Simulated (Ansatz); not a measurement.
# LiPb: the cost of one run

Program: Ansatz 0.2.0. Level of theory: DFT r2SCAN, scalar-relativistic, plane waves, PAW. These are calculated values, not measurements.

### Step 1. The starting structure

The structure is cubic, space group Pm-3m (No. 221). Conventional cell: a = 3.522 Å, b = 3.522 Å, c = 3.522 Å, α = 90.00°, β = 90.00°, γ = 90.00°. Li (site symmetry m-3m) is surrounded by 8 Pb at 3.05 Å. Pb (site symmetry m-3m) is surrounded by 8 Li at 3.05 Å.

Structure file:

```xyz
2
Lattice="3.5220 0.0000 0.0000 0.0000 3.5220 0.0000 0.0000 0.0000 3.5220" Properties=species:S:1:pos:R:3 pbc="T T T"
Li    1.7610    1.7610    1.7610
Pb    0.0000    0.0000    0.0000
```

Source of the structure: the Crystallography Open Database.

(A quick probe on a coarse mesh, which set the mesh and smearing, is not shown.)

### Step 3. Relaxing cell and atoms

File input.yaml:

```yaml
crystal:
  lattice:
    - [3.522, 0.0, 0.0]
    - [0.0, 3.522, 0.0]
    - [0.0, 0.0, 3.522]
  atoms:
    - { symbol: Li, position: [0.5, 0.5, 0.5] }
    - { symbol: Pb, position: [0.0, 0.0, 0.0] }
basis:
  ecutwfc: 500
kpoints:
  mp_grid: { grid: [12, 12, 12] }
hamiltonian:
  xc: r2scan
scf:
  occupations: { method: gaussian, width: 0.1 }
output:
  forces: true
  stress: true
  eigenvalues: true
relax:
  adjacent_minimum: "off"
  f_tol: 0.005
  max_steps: 80
  cell: { stress_tol: 0.05 }
```

Run with:

```bash
$ ansatz run input.yaml --threads 1 --pin off --max-ram 2560MiB --backend cpu --events-out ev --progress --plain --runs-dir out
```

Q: Estimate wall time and peak memory on 1 thread of an Arm CPU, shared host.

About 27 s, with a peak of 0.44 GiB.
